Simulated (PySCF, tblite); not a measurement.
# 3-ethylfuran: geometry, infrared bands, NMR shifts, spin-spin couplings and electronic excitations

What infrared bands, NMR shifts, spin-spin couplings and electronic excitations should 3-ethylfuran (`CCc1ccoc1`) show?

The runs use tblite 0.8.0 and PySCF 2.14.0, with density-fitted response routines of our own; the level of theory stands in each step. All values are computed, except where a source is named. Atoms count from 0, in the outputs and in this text.

## 1. The starting structure

15 atoms, charge 0, multiplicity 1; geometry from: GFN2-xTB.

Bonds of the start (Å): C0–C1 1.53, C1–C2 1.49, C2–C3 1.42, C3–C4 1.36, C4–O5 1.34, O5–C6 1.35, C6–C2 1.36, C0–H7 1.09, C0–H8 1.09, C0–H9 1.09, C1–H10 1.09, C1–H11 1.09, C3–H12 1.07, C4–H13 1.07, C6–H14 1.07.

## 2. Harmonic vibrations with GFN2-xTB

The job: settings as JSON, then the geometry in Å.

```
{"job": {"kind": "ir", "xc": "GFN2-xTB", "basis": "xTB"}, "charge": 0, "multiplicity": 1}
C     -1.964849     0.452136     0.486723
C     -1.151928    -0.264075    -0.593181
C      0.300051    -0.274230    -0.250906
C      1.238547     0.767186    -0.492311
C      2.422086     0.337268     0.017970
O      2.289785    -0.885401     0.557000
C      1.004375    -1.247523     0.392504
H     -1.621951     1.477719     0.602932
H     -3.019360     0.466930     0.220940
H     -1.853847    -0.056249     1.441723
H     -1.509190    -1.290438    -0.695791
H     -1.292365     0.246335    -1.548210
H      1.046820     1.699469    -0.983597
H      3.393681     0.788791     0.058111
H      0.713732    -2.209928     0.764180
```

**Question.** This job is followed by: PBE0-D3(BJ)/def2-SVP geometry optimisation, gas phase; GIAO PBE0/pcSseg-1 NMR shielding, non-relativistic, gas phase; B3LYP/pcJ-1 indirect spin-spin coupling, non-relativistic, gas phase; TDDFT CAM-B3LYP/def2-SVPD, vertical, gas phase, core orbitals frozen in the response; GIAO KT3/pcSseg-2 NMR shielding, non-relativistic, gas phase. Predict these results of the whole session: strongest single infrared mode (GFN2-xTB); zero-point energy (GFN2-xTB); point group; rotational constants (main isotopes); 13C shifts against TMS (PBE0/pcSseg-1); 1H shifts against TMS (PBE0/pcSseg-1, means over atoms taken as alike); 17O shifts against H2O (PBE0/pcSseg-1); largest coupling of the table (B3LYP/pcJ-1); lowest singlet (CAM-B3LYP/def2-SVPD); brightest single state of those computed; lowest triplet; vertical ionisation energy (ΔSCF); range of the shift of O5.

**Answer**, as computed:

| quantity | value |
| --- | --- |
| strongest single infrared mode (GFN2-xTB) | 3034 cm⁻¹, 53 km/mol |
| zero-point energy (GFN2-xTB) | 77.9 kcal/mol |
| point group | C1 |
| rotational constants (main isotopes) | 6.85, 1.83, 1.58 GHz |
| 13C shifts against TMS (PBE0/pcSseg-1) | 147.0, 142.3, 132.8, 116.2, 21.5, 18.8 ppm |
| 1H shifts against TMS (PBE0/pcSseg-1, means over atoms taken as alike) | 7.33, 7.21, 6.48, 2.39, 1.18 ppm |
| 17O shifts against H2O (PBE0/pcSseg-1) | 299.0 ppm |
| largest coupling of the table (B3LYP/pcJ-1) | 1J(C,H) C4–H13, 210.6 Hz |
| lowest singlet (CAM-B3LYP/def2-SVPD) | 6.23 eV (199 nm), f = 0.144 |
| brightest single state of those computed | state 10, 8.02 eV, f = 0.308 |
| lowest triplet | 4.05 eV |
| vertical ionisation energy (ΔSCF) | 8.60 eV |
| range of the shift of O5 | 284.8 to 299.0 ppm |

What this shows: No mode is imaginary among the 39: a minimum at this level. GFN2-xTB is a fitted tight-binding method: band positions and strengths are rough. Its intensities can rank the bands wrongly. The optimisation took 9 steps and gained 0.057 eV; among the close pairs (by a distance rule), C3–H12 changed most, from 1.071 to 1.088 Å. No frequency check was run at this level, so the end point may be a saddle. At PBE0/pcSseg-1: The largest span, 354 ppm, is at O5, where the paramagnetic term is -362 ppm. NICS(1)zz of -26 ppm above the planar ring from C2 marks a diatropic (aromatic) ring current. In the run at B3LYP/pcJ-1, the largest coupling of the table is C4–H13, 210.6 Hz, of which the Fermi-contact term gives 209.7 Hz. Couplings across rotatable bonds belong to this one conformer; where others are populated, the observed values are averages. The lowest singlet, at 6.23 eV, is HOMO→LUMO+1 0.50, HOMO→LUMO 0.47 and is bright; of the 10 states computed, the strongest absorption comes from state 10 at 8.02 eV (the last computed, so partners may be missing). The lowest triplet lies 2.18 eV below the lowest singlet (triplets in Tamm-Dancoff, singlets in full TDDFT). ΔSCF puts the ionisation energy at 8.60 eV, 0.79 eV above −ε(HOMO). In ppm, O5 moves most: its shift spreads over 14.1 ppm, from 284.8 (KT3/pcSseg-2) to 299.0 (PBE0/pcSseg-1). Most of that comes from the computed reference, not from the atom's own shielding.
